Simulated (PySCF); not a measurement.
# C₅H₃NOS+ (doublet): open-shell or spin-flip excitations

Computed with PySCF 2.14.0 and routines of our own; the level stands in each step. Atoms count from 0.

## 1. The system as given

11 atoms, charge 1, multiplicity 2; geometry from: GFN2-xTB.

## 2. Open-shell or spin-flip excitations: unrestricted TDA PBE0/def2-SVPD

Job settings and geometry (Å):

```
{"job": {"kind": "uabs", "xc": "PBE0", "basis": "def2-SVPD", "nstates": 10, "tda": true}, "charge": 1, "multiplicity": 2}
N      2.617712    -1.552127     0.106574
C      1.544754    -1.161852     0.056779
C      0.258885    -0.589114    -0.001561
C     -0.959841    -1.207336    -0.083033
O     -1.946160    -0.293390    -0.117937
C     -1.428435     0.902529    -0.061510
C     -0.023192     0.823298     0.015285
S      1.054426     2.151239     0.107169
H     -1.224491    -2.248623    -0.121573
H     -2.076942     1.761317    -0.078694
H      2.188709     1.416731     0.152538
```

With the program's defaults for keys left out, this is: unrestricted TDA PBE0/def2-SVPD, vertical, gas phase, core orbitals frozen in the response.

On the command line:

```sh
$ OMP_NUM_THREADS=1 python excited_run.py task.json out
```

The driver reads the jobs from task.json and runs them one after another.

Q: Estimate the wall time and peak memory of this first job on 1 thread of Intel Xeon at 2.70GHz, shared host.

About 1.8 min, with a peak of 0.65 GiB.
